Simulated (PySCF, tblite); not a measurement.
# C5H7FN radical: geometry, infrared bands and EPR parameters

Wanted: the infrared bands and EPR parameters of C5H7FN radical (`C=C/C=N/[C](C)F`), by calculation.

The runs use tblite 0.8.0 and PySCF 2.14.0, with density-fitted response routines of our own; the level of theory stands in each step. All values are computed, except where a source is named. Atoms are numbered from 0 throughout.

### 1 The starting structure

14 atoms, charge 0, multiplicity 2; geometry from: force field or distance geometry start.

Bonds of the start (Å): C0–C1 1.32, C1–C2 1.49, C2–N3 1.28, N3–C4 1.37, C4–C5 1.48, C4–F6 1.35, C0–H7 1.08, C0–H8 1.09, C1–H9 1.08, C2–H10 1.11, C5–H11 1.09, C5–H12 1.10, C5–H13 1.09.

### 2 Relaxing the molecule with GFN2-xTB

The job: settings as JSON, then the geometry in Å.

```
{"job": {"kind": "relax", "xc": "GFN2-xTB", "basis": "xTB"}, "charge": 0, "multiplicity": 2}
C     -3.136900     0.256900     0.013400
C     -2.025000    -0.385200    -0.310300
C     -0.694300     0.198900     0.019500
N      0.387000    -0.411900    -0.293700
C      1.545100     0.218400     0.060900
C      2.844200    -0.424500    -0.259000
F      1.523100     1.427700     0.659700
H     -4.105900    -0.171700    -0.214600
H     -3.136600     1.224700     0.506000
H     -2.027200    -1.357600    -0.786000
H     -0.728700     1.187300     0.514100
H      3.670600     0.209200     0.078100
H      2.927300    -1.387100     0.262800
H      2.956600    -0.585500    -1.336200
```

The run is started by

```
OMP_NUM_THREADS=1 python probes_run.py task.json out
```

This one command runs all jobs of the session in turn.

**Question.** This job is followed by: GFN2-xTB harmonic vibrations, gas phase; UKS B3LYP, pcH-1 on C F H N, non-relativistic, mean-field spin-orbit, GIAO. Predict these results of the whole session: strongest single infrared mode (GFN2-xTB); zero-point energy (GFN2-xTB); g(iso) (B3LYP); ⟨S²⟩; largest a(iso) (averaged by class); potential on the surface of density 0.002 e/bohr³, 1st and 99th percentile.

As calculated:

```
                                                                  quantity                  value
                                 strongest single infrared mode (GFN2-xTB)  1147 cm⁻¹, 187 km/mol
                                              zero-point energy (GFN2-xTB)          65.9 kcal/mol
                                                            g(iso) (B3LYP)                2.00272
                                                                      ⟨S²⟩     0.784 (exact 0.75)
                                        largest a(iso) (averaged by class)    19F on F6, 63.0 MHz
potential on the surface of density 0.002 e/bohr³, 1st and 99th percentile     -1.23 V and 0.91 V
```

**Reading.** The optimisation took 39 steps and gained 0.429 eV; among the close pairs (by a distance rule), N3–C4 changed most, from 1.365 to 1.268 Å. The lowest mode is imaginary (109i cm⁻¹), so the xTB geometry is not a minimum: the zero-point energy counts the real modes alone, and all values at this geometry belong to a saddle point. The strongest single mode, at 1147 cm⁻¹, moves mainly C4. Unscaled tight-binding wavenumbers are off by several per cent, some by more. Its intensities can rank the bands wrongly. The largest spin populations lie on C2 (0.55 e), C0 (0.51 e). The isotropic g lies 0.4 ppt above the free-electron value. These values are for one conformer; the search (at its own cheap level) found 2 more, at 0.41, 3.90 kcal/mol, and measured spectra average over such forms.
